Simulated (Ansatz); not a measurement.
# C2H4ClFOSi: up Jacob's ladder to CCSD(T)

The task here is to estimate one member of a computed series from the others.

Method: functionals in def2-TZVPP, the program's frozen cores in correlated methods; program: Ansatz 0.2.0, Gaussian basis.

Levels to be run: LDA (SPW92), PBE-D4, revPBE-D4, BLYP-D4, r2SCAN-D4, B97M-V, PBE0-D4, B3LYP-D4, r2SCANh-D4, r2SCAN0-D4, HSE06-D4, BHLYP-D4, CAM-B3LYP-D4, LC-ωPBE, ωB97X-V, ωB97M-V, B2PLYP, PBE-QIDH; CCSD(T)/def2-SVP; CCSD(T)/def2-TZVPP; MP2/def2-QZVPP; extrapolation to the limit; RPA on PBE.

## Structure used throughout

The geometry comes from an earlier relaxation with PBE0-D4 in a triple-zeta def2 set; it is a stationary point, not always the lowest conformer.

SMILES `F[C@H](Cl)[Si@@H]1CO1`, 10 atoms, charge 0, spin multiplicity 1.

Atoms are counted from 1 here; the program's logs count them from 0.

Bond lengths: F1–C2 1.373 Å, C2–Cl3 1.770 Å, C2–Si4 1.901 Å, C2–H7 1.093 Å, Si4–C5 1.800 Å, Si4–O6 1.651 Å, Si4–H8 1.478 Å, C5–O6 1.479 Å, C5–H9 1.088 Å, C5–H10 1.087 Å. Angles: F1–C2–Cl3 109.8°, F1–C2–Si4 109.8°, F1–C2–H7 107.5°, Cl3–C2–Si4 110.7°, Cl3–C2–H7 106.3°, Si4–C2–H7 112.7°, C2–Si4–C5 121.7°, C2–Si4–O6 117.8°, C2–Si4–H8 110.3°, C5–Si4–O6 50.5°, C5–Si4–H8 125.0°, O6–Si4–H8 118.2°, Si4–C5–O6 59.5°, Si4–C5–H9 121.9°, Si4–C5–H10 121.4°, O6–C5–H9 112.8°, O6–C5–H10 112.6°, H9–C5–H10 114.2° and more.

The first run:

The input, in.yaml:

```yaml
crystal:
  periodic: [false, false, false]
  atoms:
    - {symbol: F, position_ang: [1.121778, -2.309552, 0.382152]}
    - {symbol: C, position_ang: [1.118832, -1.073303, -0.214502]}
    - {symbol: Cl, position_ang: [2.310160, -0.026876, 0.571139]}
    - {symbol: Si, position_ang: [-0.619299, -0.309599, -0.108196]}
    - {symbol: C, position_ang: [-0.863391, 1.465164, 0.063166]}
    - {symbol: O, position_ang: [-0.992520, 0.573179, 1.236396]}
    - {symbol: H, position_ang: [1.458841, -1.205804, -1.245186]}
    - {symbol: H, position_ang: [-1.629282, -1.257775, -0.622945]}
    - {symbol: H, position_ang: [-1.801157, 1.945665, -0.206410]}
    - {symbol: H, position_ang: [-0.020962, 2.147702, 0.147385]}
basis:
  gaussian: {orbitals: def2-TZVPP}
hamiltonian: {xc: lda}
output: {orbitals: {seedname: orbitals}}
```

On the command line:

```
ansatz run in.yaml --threads 4 --pin off --events-out ev --progress --plain --max-ram 10444MiB
```

Among the steps run: LDA; PBE-D4 (GGA); revPBE-D4 (GGA); BLYP-D4 (GGA); r2SCAN-D4 (meta-GGA); B97M-V (meta-GGA); B3LYP-D4 (hybrid); r2SCANh-D4 (hybrid); r2SCAN0-D4 (hybrid); HSE06-D4 (hybrid); BHLYP-D4 (hybrid); CAM-B3LYP-D4 (range-separated); LC-ωPBE (range-separated); ωB97X-V (range-separated); ωB97M-V (range-separated); B2PLYP (double hybrid); PBE-QIDH (double hybrid).

One of the session's tables, all rows but one given; the rest of the session is left out.

It belongs to the step «Orbital energies across the functionals». 

| functional | HOMO (eV) | gap (eV) |
| --- | --- | --- |
| LDA (SPW92) | -6.83 | 4.94 |
| PBE-D4 | -6.65 | 5.01 |
| revPBE-D4 | -6.58 | 5.05 |
| BLYP-D4 | -6.52 | 4.99 |
| r2SCAN-D4 | -6.91 | 5.51 |
| B97M-V | -6.96 | 5.51 |
| PBE0-D4 | -7.95 | 7.18 |
| B3LYP-D4 | -7.73 | 6.72 |
| r2SCANh-D4 | -7.40 | 6.31 |
| r2SCAN0-D4 | -8.12 | 7.50 |
| HSE06-D4 | -7.55 | 6.40 |
| BHLYP-D4 | ? | ? |
| CAM-B3LYP-D4 | -9.34 | 9.58 |
| LC-ωPBE | -10.70 | 12.14 |
| ωB97X-V | -10.33 | 11.63 |
| ωB97M-V | -10.21 | 11.24 |

Estimate the missing values for BHLYP-D4.

Worked estimate for «HOMO (eV)». Against the share of exact exchange, BLYP-D4 (0, -6.52), B3LYP-D4 (0.2, -7.73) give a slope of -6.05 per unit share; at 0.5 the line stands at -9.54.

The run gave: HOMO (eV): -9.16; gap (eV): 9.27. In «HOMO (eV)» the line misses by -0.38.
